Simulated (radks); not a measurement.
# Valence configurations of Ag

An exercise on one series of results from a longer session: the logs are not shown, and one member is left open.

The numbers are computed with radks (a radial shooting solver on a logarithmic mesh, Libxc functionals) version 1 (scalar-relativistic Kohn-Sham, PBEsol, spin-unpolarised, spherical densities, point nucleus), except any that are marked as measured or tabulated.

### What is computed

| Item | Value |
| --- | --- |
| element | silver (Z = 47) |
| charge | 0 |
| electrons | 47 |
| configuration | [Kr] 4d10 5s1 |
| others tried | 4d9 5s1 5p1; 4d10 5p1; 4d9.5 5s1 5p0.5; 4d9.5 5p1.5; 4d9 5s2; 4d7.5 5s1 5p2.5; 4d9 5p2; 4d9.5 5s0.5 5p1; 4d9.5 5s1.5 |

Outer shells as boxes (Hund's rule):

Ag
```
[Kr] core
4d [↑↓][↑↓][↑↓][↑↓][↑↓]
5s [↑ ]
```

Set-up of the first run:

The run's settings:

```text
Z 47
configuration [Kr] 4d10 5s1
relativity scalar-relativistic
functional pbe_sol,pbe_sol
spin unpolarised
nucleus point
c 137.035999084
```

Among the steps run: [Kr] 4d10 5s1.

One of the session's tables, all rows but one given; the rest of the session is left out.

It belongs to the step «[Kr] 4d10 5s1». From the orbitals of this run (lengths in bohr):

```
level     <r>  outermost maximum (interpolated)  90 % within  nodes
   2p  0.1177                            0.0912        0.192      0
   3s  0.3688                             0.333        0.543      2
   3p  0.3678                             0.326        0.554      1
   3d  0.3459                             0.274        0.547      0
   4s  0.9118                             0.822         1.33      3
   4p   1.001                             0.876         1.48      2
   4d   1.419                              1.04         2.32      1
   5s       ?                                 ?            ?      ?
```

Estimate the missing values for 5s.

**Answer.** <r>: 3.134; outermost maximum (interpolated): 2.49; 90 % within: 4.81; nodes: 4. In the column «<r>» it is the highest.
